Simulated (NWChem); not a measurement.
# RbLi (SMILES [Li][Rb]), run twice

Aim: the energy of RbLi at PBE/6-311+G**/LANL2DZ (core potential).

The results are computed with NWChem 7.3.0.

5 further runs of the same task are left out: 1 that didn't finish, 4 set aside as unsound or not needed.

**1. Starting point**

The species is RbLi (2 atoms), meant as a singlet with charge 0. SMILES: `[Li][Rb]`. Geometry: a GFN2-xTB relaxation, a rough one for these elements and not checked as a minimum.

Bond lengths: Li1–Rb2 3.150 Å.

**2. Try one**

Input file job.nw:

```
START job
TITLE "LiRb"
memory stack 880 mb heap 220 mb global 1100 mb
charge -2

GEOMETRY units angstrom noautosym nocenter
   zmatrix
     Li
     Rb 1 3.15037
   end
END

BASIS spherical bse
   Li library 6-311+G**
   Rb library LANL2DZ
END

ECP bse
   Rb library LANL2DZ
END

DFT
   xc xpbe96 cpbe96
   grid coarse
   convergence energy 1e-06
   maxiter 75
   mulliken
   noprint "final vectors analysis"
END

TASK dft energy
```

Command:

```sh
nwchem job.nw > job.out
```

What it wrote:

```text
Northwest Computational Chemistry Package (NWChem) 7.3.0
             --------------------------------------------------------

           Job information
           ---------------

    nwchem branch   = 7.3.0
    use scalapack   = T
    input           = job.nw
    prefix          = job.
    data base       = ./job.db
    status          = startup
    nproc           =        1

           Memory information
           ------------------

    heap     =     28835840 doubles =      220.0 Mbytes
    stack    =    115343357 doubles =      880.0 Mbytes
    global   =    144179200 doubles =     1100.0 Mbytes (distinct from heap & stack)
    total    =    288358397 doubles =     2200.0 Mbytes
    verify   = yes
    hardfail = no

           Directory information
           ---------------------

  0 permanent = .
  0 scratch   = .

[... 102 lines left out ...]
          Convergence on energy requested:  1.00D-06
[... 1 line left out ...]
          Convergence on gradient requested:  5.00D-04
[... 20 lines left out ...]
          Convergence Information
[... 2 lines left out ...]
          total energy or number of iterations.
[... 29 lines left out ...]
 1-e energy   =     -67.538929
[... 24 lines left out ...]
   convergence    iter        energy       DeltaE   RMS-Dens  Diis-err    time
[... 13 lines left out ...]
      Calculation failed to converge
[... 2 lines left out ...]
         Total DFT energy =      -31.276483762292
[... 1 line left out ...]
           Coulomb energy =       29.930045854993
[... 1 line left out ...]
 Nuclear repulsion energy =        4.535272276905
[... 36 lines left out ...]
     L   x y z        total         alpha         beta         nuclear
     -   - - -        -----         -----         ----         -------
     0   0 0 0     -2.000000     -7.000000     -7.000000     12.000000

     1   1 0 0     -0.000736     -0.000368     -0.000368      0.000000
[... 8 lines of this table left out ...]
     2   0 0 2   -242.391839   -280.685866   -280.685866    318.979892

 ------------------------------------------------------------------------
 dft energy failed                                                                                  0
 ------------------------------------------------------------------------
 ------------------------------------------------------------------------
  current input line :
    31: TASK dft energy
 ------------------------------------------------------------------------
 ------------------------------------------------------------------------
 This type of error is most commonly associated with calculations not reaching convergence criteria
 ------------------------------------------------------------------------

0:dft energy failed:Received an Error in Communication
  Errorcode: -1
```

Wall time 8.4 s (1 thread of Intel Xeon at 2.60GHz (Ice Lake), shared host); peak memory 0.11 GiB.

**3. Diagnosis**

No converged result was reached.

The log says `This type of error is most commonly associated with calculations not reaching convergence criteria`. Cause: the charge typed isn't that of the species meant. To mend it: charge 0 in place of -2.

**4. The mended input**

Input file job.nw:

```
start job
title "LiRb"
memory total 2200 mb

geometry units angstrom noautosym nocenter
   zmatrix
     Li
     Rb 1 3.15037
   end
end

basis spherical bse
   * library 6-311+G** except Rb
   Rb library LANL2DZ
end

ecp bse
   Rb library LANL2DZ
end

dft
   xc xpbe96 cpbe96
   grid coarse
   convergence energy 1e-06
   maxiter 200
   mulliken
end

task dft energy
```

Command:

```sh
nwchem job.nw > job.out
```

What it wrote:

```text
[...]
          Wavefunction type:  closed shell.
          No. of atoms     :     2
          No. of electrons :    12
[...]
          Charge           :     0
          Spin multiplicity:     1
[...]
          AO basis - number of functions:    34
[...]
              XC Information
              --------------
          PerdewBurkeErnzerhof Exchange Functional  1.000
            Perdew 1991 LDA Correlation Functional  1.000 local
           PerdewBurkeErnz. Correlation Functional  1.000 non-local
[...]
 d= 0,ls=0.0,diis     1    -31.3251677646 -3.59D+01  1.42D-02  1.05D-02     0.2
[...]
 d= 0,ls=0.0,diis     7    -31.3287689113 -9.51D-08  4.33D-06  9.94D-10     0.8
         Total DFT energy =      -31.328768911306
      One electron energy =      -58.150173177540
           Coulomb energy =       27.761575022552
    Exchange-Corr. energy =       -5.475443033223
 Nuclear repulsion energy =        4.535272276905
[...]
      Total Density - Mulliken Population Analysis
     ---------------------------------------------
    Atom       Charge   Shell Charges
 -----------   ------   -------------------------------------------------------
    1 Li   3     3.30   1.20  0.79  0.01  0.74  0.04  0.48 -0.00  0.05  0.01  0.00
    2 Rb   9     8.70   2.00  0.68  0.02  5.97  0.04 -0.01
[...]
```

It took 1.4 s on 1 thread of Intel Xeon at 2.60GHz (Ice Lake), shared host; peak memory 0.1 GiB.

**5. Summary of results**

At PBE/6-311+G**/LANL2DZ (core potential):

```
     quantity         value
 total energy  -31.32877 Eh
dipole moment        3.02 D
  HOMO energy      -2.85 eV
  LUMO energy      -1.63 eV
HOMO–LUMO gap       1.22 eV
```
